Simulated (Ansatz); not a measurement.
# CH4AlBF2Si: a ladder of functionals and wavefunction methods

Aim: compute CH4AlBF2Si with functionals from several rungs and with coupled cluster, and see how far each lands from CCSD(T) at the basis-set limit for the atomisation energy.

Method: functionals in def2-TZVPP, the program's frozen cores in correlated methods; program: Ansatz 0.2.0, Gaussian basis.

Plan: PBE-D4, r2SCAN-D4, PBE0-D4, B3LYP-D4, ωB97X-V, ωB97M-V, B2PLYP; CCSD(T)/def2-TZVPP; MP2/def2-QZVPP; extrapolation to the limit.

## (1) Structure used throughout

The geometry comes from an earlier relaxation with PBE0-D4/def2-TZVP; it is a stationary point, not always the lowest conformer.

SMILES `FC1[BH][Al]([F])[SiH2]1`, 10 atoms, charge 0, spin multiplicity 1.

Atoms are counted from 1 here; the program's logs count them from 0.

Bond lengths: F1–C2 1.380 Å, C2–B3 1.537 Å, C2–Si6 1.976 Å, C2–H7 1.115 Å, B3–Al4 2.124 Å, B3–H8 1.193 Å, Al4–F5 1.646 Å, Al4–Si6 2.426 Å, Si6–H9 1.487 Å, Si6–H10 1.491 Å. Angles: F1–C2–B3 120.7°, F1–C2–Si6 118.3°, F1–C2–H7 108.6°, B3–C2–Si6 103.7°, B3–C2–H7 108.0°, Si6–C2–H7 94.1°, C2–B3–Al4 93.3°, C2–B3–H8 124.0°, Al4–B3–H8 139.7°, B3–Al4–F5 143.8°, B3–Al4–Si6 74.8°, F5–Al4–Si6 141.4°, C2–Si6–Al4 74.6°, C2–Si6–H9 108.8°, C2–Si6–H10 110.2°, Al4–Si6–H9 133.4°, Al4–Si6–H10 113.4°, H9–Si6–H10 108.6°.

## (2) PBE-D4 (GGA)

Contents of in.yaml:

```yaml
crystal:
  periodic: [false, false, false]
  atoms:
    - {symbol: F, position_ang: [-0.074440, 0.688979, 2.226016]}
    - {symbol: C, position_ang: [-0.326788, 0.311957, 0.922683]}
    - {symbol: B, position_ang: [-0.685741, -1.143191, 0.583317]}
    - {symbol: Al, position_ang: [-0.457792, -0.841205, -1.507158]}
    - {symbol: F, position_ang: [-0.941448, -1.376594, -2.986718]}
    - {symbol: Si, position_ang: [0.987184, 0.807137, -0.466933]}
    - {symbol: H, position_ang: [-1.128391, 0.968368, 0.511560]}
    - {symbol: H, position_ang: [-0.692961, -2.031919, 1.378810]}
    - {symbol: H, position_ang: [1.068603, 2.289750, -0.544560]}
    - {symbol: H, position_ang: [2.334673, 0.275517, -0.114116]}
basis:
  gaussian: {orbitals: def2-TZVPP}
hamiltonian: {xc: pbe, dispersion: d4}
output: {forces: true, orbitals: {seedname: orbitals}}
```

Started as:

```
$ ansatz run in.yaml --threads 4 --pin off --events-out ev --progress --plain --max-ram 10444MiB
```

Further steps of the session: r2SCAN-D4 (meta-GGA); PBE0-D4 (hybrid); B3LYP-D4 (hybrid); ωB97X-V (range-separated); ωB97M-V (range-separated); B2PLYP (double hybrid); CCSD(T) in def2-TZVPP; MP2 in def2-QZVPP.

Before running them: what should the planned runs give, taken together? Wanted: atomisation energy, CCSD(T)/CBS; farthest; mean size of error, hybrid; mean size of error, range-separated; gap, smallest and largest; T1 diagnostic; triples share of the correlation energy.

The runs gave:

| quantity | value |
| --- | --- |
| atomisation energy, CCSD(T)/CBS | 3466.3 kJ/mol |
| functionals within 17.3 kJ/mol (0.5 %) | PBE0-D4, B3LYP-D4, ωB97M-V |
| farthest | PBE-D4 (+85.6 kJ/mol) |
| mean size of error, hybrid | 12.2 kJ/mol |
| mean size of error, range-separated | 20.5 kJ/mol |
| gap, smallest and largest | 2.05 eV (PBE-D4), 8.20 eV (ωB97X-V) |
| T1 diagnostic | 0.0154 |
| triples share of the correlation energy | 3.6 % |

**Reading.** PBE-D4 misses by +85.6 kJ/mol, or 8.6 kJ/mol for each of 10 bonds. Double hybrids carry the basis error of their MP2 part in triple zeta, and no dispersion term here, so their miss is partly the set-up's. The reference freezes the cores and leaves out relativity and excitations past (T), so misses under about 17.3 kJ/mol can't be ranked. Hartree-Fock recovers 73 % of the binding; the rest is correlation. Orbital gaps span 2.0 to 8.2 eV; exact exchange widens them.
